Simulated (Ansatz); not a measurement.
# ClCuH₂O: a ladder of functionals and wavefunction methods

The task here is to estimate one member of a computed series from the others.

Method: functionals in def2-TZVPP, the program's frozen cores in correlated methods; program: Ansatz 0.2.0, Gaussian basis.

Levels to be run: LDA (SPW92), PBE-D4, revPBE-D4, BLYP-D4, r2SCAN-D4, B97M-V, PBE0-D4, B3LYP-D4, r2SCANh-D4, r2SCAN0-D4, HSE06-D4, BHLYP-D4, CAM-B3LYP-D4, LC-ωPBE, ωB97X-V, ωB97M-V, B2PLYP, PBE-QIDH; CCSD(T)/def2-SVP; CCSD(T)/def2-TZVPP; MP2/def2-QZVPP; extrapolation to the limit; RPA on PBE.

### The relaxed structure

An earlier PBE0-D4 in a triple-zeta def2 set relaxation fixed the geometry.

5 atoms, charge 0, spin multiplicity 1.

Atoms are counted from 1 here; the program's logs count them from 0.

Bond lengths: O1–Cu2 1.957 Å, O1–H4 0.962 Å, O1–H5 0.962 Å, Cu2–Cl3 2.072 Å. Angles: Cu2–O1–H4 115.2°, Cu2–O1–H5 115.2°, H4–O1–H5 107.1°, O1–Cu2–Cl3 179.4°.

Set-up of the first run:

The input, in.yaml:

```yaml
crystal:
  periodic: [false, false, false]
  atoms:
    - {symbol: O, position_ang: [-0.651307, 0.716853, -0.357016]}
    - {symbol: Cu, position_ang: [0.713609, -0.423768, 0.458123]}
    - {symbol: Cl, position_ang: [2.150560, -1.649249, 1.309910]}
    - {symbol: H, position_ang: [-1.560179, 0.489143, -0.137423]}
    - {symbol: H, position_ang: [-0.602681, 0.793319, -1.315092]}
basis:
  gaussian: {orbitals: def2-TZVPP}
hamiltonian: {xc: lda}
output: {orbitals: {seedname: orbitals}}
```

Among the steps run: LDA; PBE-D4 (GGA); revPBE-D4 (GGA); BLYP-D4 (GGA); r2SCAN-D4 (meta-GGA); B97M-V (meta-GGA); PBE0-D4 (hybrid); B3LYP-D4 (hybrid); r2SCANh-D4 (hybrid); r2SCAN0-D4 (hybrid); HSE06-D4 (hybrid); BHLYP-D4 (hybrid); CAM-B3LYP-D4 (range-separated); LC-ωPBE-D4 (range-separated; the results give it without D4); ωB97X-V (range-separated); ωB97M-V (range-separated); B2PLYP (double hybrid); PBE-QIDH (double hybrid).

One table of the session follows, with a row left open; its other results are not shown here.

It belongs to the step «Orbital energies across the functionals». 

```
  functional  HOMO (eV)  gap (eV)
 LDA (SPW92)      -5.40      3.05
      PBE-D4      -5.15      2.94
   revPBE-D4      -5.07      2.91
     BLYP-D4      -5.07      2.82
   r2SCAN-D4      -5.33      3.65
      B97M-V      -5.49      3.44
     PBE0-D4      -6.70      5.38
    B3LYP-D4      -6.47      4.76
  r2SCANh-D4      -5.97      4.59
  r2SCAN0-D4      -6.87      5.91
    HSE06-D4      -6.29      4.60
    BHLYP-D4      -8.02      7.32
CAM-B3LYP-D4      -8.12      7.57
     LC-ωPBE      -9.40     10.18
     ωB97X-V      -9.11      9.70
     ωB97M-V          ?         ?
```

**Question.** Estimate the row for ωB97M-V.

As computed: HOMO (eV): -9.05; gap (eV): 9.24. In the column «HOMO (eV)» it lies between ωB97X-V (-9.11) and CAM-B3LYP-D4 (-8.12).
